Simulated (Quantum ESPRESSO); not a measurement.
Runs of Quantum ESPRESSO 7.5 on MnO2. Symmetry: P4_2/mnm, No. 136, tetragonal system. The conventional cell has a = 4.396 Å, b = 4.396 Å, c = 2.871 Å, α = 90.00°, β = 90.00°, γ = 90.00°. Mn (site symmetry mmm) has 6 O at 1.88 to 1.89 Å as nearest neighbours. O (site symmetry m2m) is surrounded by 3 Mn at 1.88 to 1.89 Å. 

```csv
level,form of the LDA correlation,gap on the mesh (eV),pressure (GPa),moment (μB),largest force (eV/Å)
PBEsol+U,-,none,(b),6.03,0.52
LDA+U,PW92,none,-6.6,6.02,0.56
RPBE+U,-,none,15.6,6.03,0.44
PW91+U,-,none,(a),6.03,0.46
revPBE+U,-,none,14.1,6.03,0.45
PBE+U,-,none,9.8,6.03,0.47
```

Alike in all rows: task single point; potentials or basis PseudoDojo 0.4.1 SR LDA standard; spin collinear, ferromagnetic start; Mn d U = 4 eV; cell as given; k mesh 4 × 4 × 7; cutoff (eV) 1306; smearing gaussian 0.05 eV.

Task: Fill in the values left out.

Result: (a) 8.9; (b) 0.9.

Caveats: only a ferromagnetic start was run, and an antiferromagnetic order may lie lower in energy; the potentials were made for another functional, which shifts forces and pressure (some runs).

A gap of «none» marks a metal or a gap under the smearing width.
